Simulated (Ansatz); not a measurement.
**H₇NO₄Si₂: a ladder of functionals and wavefunction methods**

The task here is to estimate one member of a computed series from the others.

Computed with Ansatz 0.2.0, Gaussian basis. Level: functionals in def2-TZVPP, the program's frozen cores in correlated methods.

Plan: PBE-D4, r2SCAN-D4, PBE0-D4, B3LYP-D4, ωB97X-V, ωB97M-V, B2PLYP; CCSD(T)/def2-TZVPP; MP2/def2-QZVPP; extrapolation to the limit.

## The geometry

All runs share one geometry, relaxed beforehand with PBE0-D4 in a triple-zeta def2 set.

14 atoms, charge 0, spin multiplicity 1.

Atoms are counted from 1 here; the program's logs count them from 0.

Bond lengths: O1–Si2 1.643 Å, O1–H8 0.962 Å, Si2–N3 1.732 Å, Si2–H9 1.485 Å, Si2–H10 1.482 Å, N3–Si4 1.700 Å, N3–H11 1.008 Å, Si4–O5 1.633 Å, Si4–O6 1.638 Å, Si4–O7 1.645 Å, O5–H12 0.958 Å, O6–H13 0.958 Å, O7–H14 0.958 Å. Angles: Si2–O1–H8 113.3°, O1–Si2–N3 112.8°, O1–Si2–H9 109.6°, O1–Si2–H10 106.5°, N3–Si2–H9 109.4°, N3–Si2–H10 107.3°, H9–Si2–H10 111.2°, Si2–N3–Si4 124.5°, Si2–N3–H11 116.9°, Si4–N3–H11 118.3°, N3–Si4–O5 117.1°, N3–Si4–O6 112.0°, N3–Si4–O7 101.7°, O5–Si4–O6 104.0°, O5–Si4–O7 107.7°, O6–Si4–O7 114.8°, Si4–O5–H12 116.2°, Si4–O6–H13 117.0° and more.

Set-up of the first run:

File in.yaml:

```yaml
crystal:
  periodic: [false, false, false]
  atoms:
    - {symbol: O, position_ang: [-0.649944, 2.343204, -0.933286]}
    - {symbol: Si, position_ang: [-0.280597, 1.844693, 0.587913]}
    - {symbol: N, position_ang: [0.695392, 0.414033, 0.607468]}
    - {symbol: Si, position_ang: [0.224314, -1.083132, -0.045106]}
    - {symbol: O, position_ang: [-0.208774, -2.251975, 1.010326]}
    - {symbol: O, position_ang: [1.421183, -1.770220, -0.928211]}
    - {symbol: O, position_ang: [-1.114744, -0.664731, -0.904842]}
    - {symbol: H, position_ang: [-1.135505, 1.686800, -1.441138]}
    - {symbol: H, position_ang: [-1.531565, 1.597185, 1.347953]}
    - {symbol: H, position_ang: [0.515854, 2.930840, 1.205106]}
    - {symbol: H, position_ang: [1.634663, 0.507246, 0.962091]}
    - {symbol: H, position_ang: [0.373842, -3.010611, 1.063997]}
    - {symbol: H, position_ang: [1.858916, -1.213832, -1.573841]}
    - {symbol: H, position_ang: [-1.803044, -1.329520, -0.958420]}
basis:
  gaussian: {orbitals: def2-TZVPP}
hamiltonian: {xc: pbe, dispersion: d4}
output: {forces: true, orbitals: {seedname: orbitals}}
```

The run is started by

```console
ansatz run in.yaml --threads 2 --pin off --events-out ev --progress --plain --max-ram 22528MiB --backend cuda --devices 0, --max-vram 18GiB
```

Among the steps run: PBE-D4 (GGA); r2SCAN-D4 (meta-GGA); PBE0-D4 (hybrid); B3LYP-D4 (hybrid); ωB97X-V (range-separated); ωB97M-V (range-separated); B2PLYP (double hybrid); CCSD(T) in def2-TZVPP; MP2 in def2-QZVPP.

One table of the session follows, with a row left open; its other results are not shown here.

```
            method  atomisation energy (kcal/mol)
            PBE-D4                         1331.5
         r2SCAN-D4                              ?
           PBE0-D4                         1301.7
          B3LYP-D4                         1314.1
           ωB97X-V                         1324.2
           ωB97M-V                         1326.4
            B2PLYP                         1304.2
     HF/def2-TZVPP                          922.8
    MP2/def2-TZVPP                         1319.9
   CCSD/def2-TZVPP                         1264.0
CCSD(T)/def2-TZVPP                         1284.5
           MP2/CBS                         1364.9
       CCSD(T)/CBS                         1329.6
```

**Question.** Estimate the row for r2SCAN-D4.

The run gave: atomisation energy (kcal/mol): 1318.5. In the column «atomisation energy (kcal/mol)» it lies between B3LYP-D4 (1314.1) and MP2/def2-TZVPP (1319.9).

To keep in mind: Free atoms (4 O, 2 Si, 1 N, 7 H) were run apart at each level; the atomisation energy is their sum less the molecule, without zero-point or spin-orbit terms.
